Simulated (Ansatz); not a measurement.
A nudged elastic band was laid between two geometries of a periodic cell of 17 atoms, LiSi16 (host Si, host structure diamond, interstitial Li), cell charge +1.

Theory: DFT r2SCAN, scalar-relativistic, plane waves, PAW in Ansatz. Settings: PAW set soft_1, cutoff 500 eV, k mesh 2x2x2, gaussian smearing 0.02 eV, no spin polarisation.

```
movable images  : 3
climbing image  : yes
spring          : 5.0 eV/Å²
optimiser       : quadratic models (default)
start path      : straight line
force threshold : 0.05 eV/Å
iteration limit : 27
end points      : relaxed
```

Initial state:

```xyz
17
Lattice="0.0000 5.4300 5.4300 5.4300 0.0000 5.4300 5.4300 5.4300 0.0000" Properties=species:S:1:pos:R:3
Si -0.018 0.001 -0.001
Si 1.336 1.383 1.381
Si 2.719 2.737 -0.001
Si 4.084 4.064 1.365
Si 2.718 0.000 2.736
Si 4.084 1.367 4.063
Si 5.433 2.716 2.714
Si 6.782 4.064 4.063
Si 0.004 2.716 2.714
Si 1.336 4.048 4.046
Si 2.718 5.431 2.692
Si 4.101 6.814 4.046
Si 2.718 2.694 5.429
Si 4.101 4.048 6.812
Si 5.455 5.431 5.429
Si 6.782 6.797 6.795
Li 2.719 5.431 5.429
```

Final state:

Only the atoms that move by more than 0.05 Å are listed.
```
Li17 4.065 4.084 4.079
```

(1) What changes between the two ends?

(2) What energy profile does the band end with?

(3) What is the geometry of the highest image?

The band took 3 iterations and roughly 21 core-minutes.

Results:

(1) Contacts lost: Si1–Li17, Si2–Li17, Si3–Li17, Si5–Li17. Contacts made: Si4–Li17, Si6–Li17, Si7–Li17, Si8–Li17. The atom that moves furthest is Li17, by 2.33 Å; four of its nearest neighbours are Si12 2.39, Si14 2.39, Si10 2.39, Si2 2.39 Å at the first end and Si11 2.39, Si15 2.39, Si13 2.39, Si7 2.40 Å at the last.

(2) The forces met the threshold. The highest image is number 2 of 0 to 4, 0.64 eV above the ends, which have the same energy within 2 meV. By the program's own check the climbing image is of a kind that is not told: the force calls were inconclusive, a negative curvature could not be distinguished from the path's own, the only one lies far off the path, or fixed occupations may fill a level only in part (lowest curvatures found: -2.35 and 1.07 eV/Å²). Limits of this set-up: a small cell, in which the defect meets its images, charged cell in a uniform background, uncorrected.

```tsv
image	path coordinate (Å)	energy (eV)	Si1–Li17 (Å)	Si2–Li17 (Å)	Si3–Li17 (Å)
0	0.00	0.00	2.74	2.39	2.74
1	0.62	0.29	3.07	2.78	3.07
2	1.23	0.64	3.53	3.39	3.53
3	1.84	0.30	4.02	4.03	4.02
4	2.45	0.00	4.49	4.69	4.49
```

(3) 
```xyz
17
Lattice="0.0000 5.4300 5.4300 5.4300 0.0000 5.4300 5.4300 5.4300 0.0000" Properties=species:S:1:pos:R:3
Si -0.007 -0.025 -0.026
Si 1.437 1.281 1.279
Si 2.742 2.724 -0.026
Si 4.047 4.100 1.350
Si 2.742 -0.025 2.723
Si 4.047 1.351 4.099
Si 5.353 2.795 2.793
Si 6.796 4.100 4.099
Si 0.092 2.626 2.624
Si 1.293 4.023 4.022
Si 2.665 5.482 2.649
Si 4.124 6.855 4.022
Si 2.665 2.651 5.481
Si 4.124 4.023 6.853
Si 5.497 5.482 5.481
Si 6.698 6.880 6.878
Li 3.396 4.752 4.750
```

The run took 11 min on 2 threads of Arm Neoverse V2 (shared host), peak memory 2.7 GiB.
